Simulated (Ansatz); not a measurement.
# Ca5Mg: the cost of one run

Program: Ansatz 0.2.0, driven from Python. Level of theory: DFT LDA, plane waves, PAW. These are calculated values, not measurements.

## 1. The structure

Symmetry: P-62m, No. 189, hexagonal system. The conventional cell has a = 6.607 Å, b = 6.607 Å, c = 6.210 Å, α = 90.00°, β = 90.00°, γ = 120.00°. Ca (site symmetry m2m) has 10 Ca at 3.68 to 3.88 Å and 2 Mg at 3.76 Å as nearest neighbours. Ca (site symmetry -6) has 9 Ca at 3.81 to 3.83 Å and 3 Mg at 3.81 Å as nearest neighbours. Mg (site symmetry -62m) is surrounded by 12 Ca at 3.76 to 3.81 Å.

The script reads ca5mg.cif:

```cif
data_Ca5Mg
_cell_length_a 6.606612
_cell_length_b 6.606612
_cell_length_c 6.210269
_cell_angle_alpha 90.00000
_cell_angle_beta 90.00000
_cell_angle_gamma 120.00000
_symmetry_space_group_name_H-M 'P 1'
_symmetry_Int_Tables_number 1
loop_
_symmetry_equiv_pos_as_xyz
'x, y, z'
loop_
_atom_site_label
_atom_site_type_symbol
_atom_site_fract_x
_atom_site_fract_y
_atom_site_fract_z
Ca1 Ca    0.678106    0.000000    0.500000
Ca2 Ca    0.321894    0.321894    0.500000
Ca3 Ca    0.000000    0.678106    0.500000
Ca4 Ca    0.666667    0.333333    0.000000
Ca5 Ca    0.333333    0.666667    0.000000
Mg6 Mg    0.000000    0.000000    0.000000
```

## 2. The code

The input, ca5mg.py:

```python
import ansatz as az
from ase.io import read
from tabulate import tabulate


def main() -> None:
    atoms = read('ca5mg.cif')
    cell = az.Crystal.from_ase(atoms)

    base = (
        cell.calculation()
        .functional('lda')
        .basis(510)
        .kpoints(4, 4, 4)
    )

    rows = []
    for value in [0.25, 0.15, 0.1, 0.05, 0.025]:
        report = base.occupations('gaussian', width=value).run().report
        rows.append((value, report['free_energy_ev'] / len(report['lattice']['sites']), report['n_iterations'], report['n_kpoints']))

    print(tabulate(rows, headers=['width (eV)', 'F/atom (eV)', 'iterations', 'k-points'], floatfmt='.4f', tablefmt='grid'))

    for row in rows[:-1]:
        shift = 1000 * (row[1] - rows[-1][1])
        print(f'{row[0]}: {shift:+.2f} meV/atom' + ('  (within 1 meV)' if abs(shift) < 1 else ''))


if __name__ == '__main__':
    main()
```

## 3. The input behind the calls

The package turns the script's settings into the engine's input (first run):

```yaml
crystal:
  lattice:
    - [6.606612, 0.0, 0.0]
    - [-3.3033059999999987, 5.721493824947118, 0.0]
    - [0.0, 0.0, 6.210269]
  atoms:
    - { symbol: Ca, position: [0.678106, 0.0, 0.5] }
    - { symbol: Ca, position: [0.32189399999999996, 0.321894, 0.5] }
    - { symbol: Ca, position: [0.9999999999999998, 0.6781059999999999, 0.5] }
    - { symbol: Ca, position: [0.6666670000000001, 0.33333299999999993, 0.0] }
    - { symbol: Ca, position: [0.333333, 0.666667, 0.0] }
    - { symbol: Mg, position: [0.0, 0.0, 0.0] }
basis:
  ecutwfc: 510.0
kpoints:
  mp_grid:
    grid: [4, 4, 4]
hamiltonian:
  xc: lda
scf:
  occupations:
    method: gaussian
    width: 0.25
```

## 4. The run

Started as:

```bash
$ python ca5mg.py
```

**Question.** How long does this script take on 1 thread of Arm Neoverse V2, shared host, and how much memory does it need?

About 33 s, with a peak of 0.51 GiB.
